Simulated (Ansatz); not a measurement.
This was printed by a script on the Python package of Ansatz (0.2.0), for a ladder of methods at one geometry of ClFH5PSi2, SMILES F[SiH](Cl)P[SiH3]. What did the script look like? Use (for the species named): BLYP, cc-pVDZ basis, multiplicity 1. The script varies functional: blyp, b3lyp, hse06, hf, r2scan0.

```xyz
10

F    -1.8798    0.5781    1.2554
Si   -0.3526    0.4489    1.4336
Cl    0.0355    0.1679    3.4025
P     0.4211   -1.2878    0.3006
Si   -0.0241   -0.3259   -1.6477
H     0.3553    1.7013    1.0075
H     1.7599   -1.0433    0.3981
H    -1.4428   -0.1398   -1.8592
H     0.6584    1.0153   -1.6111
H     0.5524   -1.1659   -2.6768
```

`python clfh5psi2_methods.py` gives:
```text
functional    E (Ha)        dipole (D)   HOMO (eV)  LUMO (eV)
blyp         -1483.433701     1.656      -6.109     -0.773
b3lyp        -1483.553656     1.834      -7.202     -0.297
hse06        -1482.835557     1.931      -7.077     -0.600
hf           -1480.562729     2.213     -10.015      3.239
r2scan0      -1483.314230     2.005      -7.657     -0.096
```

The script that was run (others could print the same):

The script, `clfh5psi2_methods.py`:
```python
from pathlib import Path

import ansatz as az
from ase import Atoms
import numpy as np

atoms = Atoms(["F", "Si", "Cl", "P", "Si", "H", "H", "H", "H", "H"], positions=[
    (-1.8798, 0.5781, 1.2554),
    (-0.3526, 0.4489, 1.4336),
    (0.0355, 0.1679, 3.4025),
    (0.4211, -1.2878, 0.3006),
    (-0.0241, -0.3259, -1.6477),
    (0.3553, 1.7013, 1.0075),
    (1.7599, -1.0433, 0.3981),
    (-1.4428, -0.1398, -1.8592),
    (0.6584, 1.0153, -1.6111),
    (0.5524, -1.1659, -2.6768),
])
molecule = az.Crystal.molecule_from_ase(atoms)

setup = molecule.calculation().basis(gaussian="cc-pVDZ")

print("functional    E (Ha)        dipole (D)   HOMO (eV)  LUMO (eV)")
for name in ["blyp", "b3lyp", "hse06", "hf", "r2scan0"]:
    r = setup.functional(name).forces().orbitals().run(threads=1, pin="off", runs_dir="runs").report
    lines = Path(r["orbitals_path"]).read_text().splitlines()
    field_of = lambda key: [line.split("=")[1].strip() for line in lines if line.startswith(key)]
    orbitals = [(27.211386 * float(e), s, float(n)) for e, s, n in zip(field_of("Ene="), field_of("Spin="), field_of("Occup="))]
    homo = max(e for e, _, n in orbitals if n > 0.5)
    lumo = min(e for e, _, n in orbitals if n < 0.5)
    dipole = 4.803205 * np.linalg.norm(r["charge_distribution"]["dipole_moment_e_ang"])
    print(f"{name:10s} {r['free_energy_ev'] / 27.211386246:14.6f} {dipole:9.3f} {homo:11.3f} {lumo:10.3f}")
```

Reading the output:
- Total energies depend on the basis set; only differences at equal settings carry meaning.
- The geometry is a force-field or estimated start, not a minimum of this method, and the basis set is short of its limit. A lower total doesn't mark the better method: functionals have no common bound, and MP2 and coupled cluster aren't variational.
- b3lyp holds the VWN-RPA fit, as in Gaussian; the form of ORCA and Turbomole is b3lyp5.
- Levels such as HOMO and LUMO are orbital energies: with these approximate functionals they aren't the ionisation energy and electron affinity, and their gap isn't the fundamental gap.
- For Al to Cl the sets with a tight d function, cc-pV(X+d)Z, are usual.
- hse06 follows the composition of plane-wave codes, whose totals differ by tens of mHa, up to about 0.1 Ha, from the form usual in Gaussian-basis programs (wpbeh).
- Run time: 31 s on 1 thread of Arm Neoverse V2 (shared host), peak memory 0.36 GiB.

(Lines on the test bed's own set-up are left out of the output.)
